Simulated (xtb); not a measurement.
# C3H8Si (SMILES C[SiH]1CC1) at GFN1-xTB

We compute a structure relaxation of C3H8Si. 

The results are computed with xtb 6.7.1.

3 further runs of the same task are left out: 3 set aside as unsound or not needed.

## Step 1: The system as given

C3H8Si: 12 atoms, total charge 0, spin state singlet. As SMILES, `C[SiH]1CC1`. All atoms were displaced at random from a relaxed shape. The run starts from this shape.

Bond lengths: C1–Si2 1.863 Å, Si2–C3 1.927 Å, Si2–C4 1.745 Å, C3–C4 1.470 Å, C1–H5 1.142 Å, C1–H6 1.041 Å, C1–H7 1.113 Å, Si2–H8 1.479 Å, C3–H9 1.066 Å, C3–H10 1.065 Å, C4–H11 1.082 Å, C4–H12 1.187 Å. Some angles: C1–Si2–C3 117.5°, C1–Si2–C4 120.6°, C3–Si2–C4 46.9°, Si2–C3–C4 60.1°, Si2–C4–C3 73.1°, C1–Si2–H8 114.6°, C3–Si2–H8 118.2°, C4–Si2–H8 121.6°, Si2–C1–H5 106.6°, Si2–C1–H6 117.0°.

## Step 2: A structure relaxation at GFN1-xTB

The input, struc.tmol:

```
$coord
     -2.110162677063      2.446023701193     -1.252642756231  c
     -1.106718104887     -0.304775029380      0.701523029245  si
      2.439523043324     -0.626500902097      1.459397691526  c
      1.248466461495     -2.352784614204     -0.363091977586  c
     -3.830455957355      1.801948346137     -2.385439081638  h
     -2.732147133723      4.046999673976     -0.291830405426  h
     -0.669643349522      2.831452241572     -2.736455709287  h
     -2.950542781946     -1.080753267935      2.652589663876  h
      3.701690019223      0.761956470710      0.728489421043  h
      2.893832100946     -1.316572191027      3.295191032555  h
      1.962234916028     -2.216384182529     -2.274115315636  h
      1.061081218977     -4.517371403657      0.197797633465  h
$end
```

Run with:

```bash
xtb struc.tmol --gfn 1 -c 0 -o extreme | tee struc.out
```

**Question.** What will come out? Wanted: total energy at the end; dipole moment; HOMO energy; LUMO energy; HOMO–LUMO gap; dispersion energy.

Answer, from the run:

At GFN1-xTB:

| quantity | value |
| --- | --- |
| total energy at the end | -12.45073 Eh |
| dipole moment | 1.36 D |
| HOMO energy | -10.69 eV |
| LUMO energy | -5.32 eV |
| HOMO–LUMO gap | 5.37 eV |
| dispersion energy | -9.45 kJ/mol |

At the final geometry: Bond lengths: C1–Si2 1.892 Å, Si2–C3 1.860 Å, Si2–C4 1.860 Å, C3–C4 1.623 Å, C1–H5 1.096 Å, C1–H6 1.096 Å, C1–H7 1.096 Å, Si2–H8 1.445 Å, C3–H9 1.091 Å, C3–H10 1.090 Å, C4–H11 1.091 Å, C4–H12 1.090 Å. Some angles: C1–Si2–C3 120.8°, C1–Si2–C4 120.8°, C3–Si2–C4 51.7°, Si2–C3–C4 64.1°, Si2–C4–C3 64.1°, C1–Si2–H8 113.7°, C3–Si2–H8 118.1°, C4–Si2–H8 118.1°, Si2–C1–H5 112.5°, Si2–C1–H6 112.5°. The optimisation took 14 steps and changed the energy by -0.930 eV. Mulliken charges run from -0.18 on C1 to +0.22 on Si2.
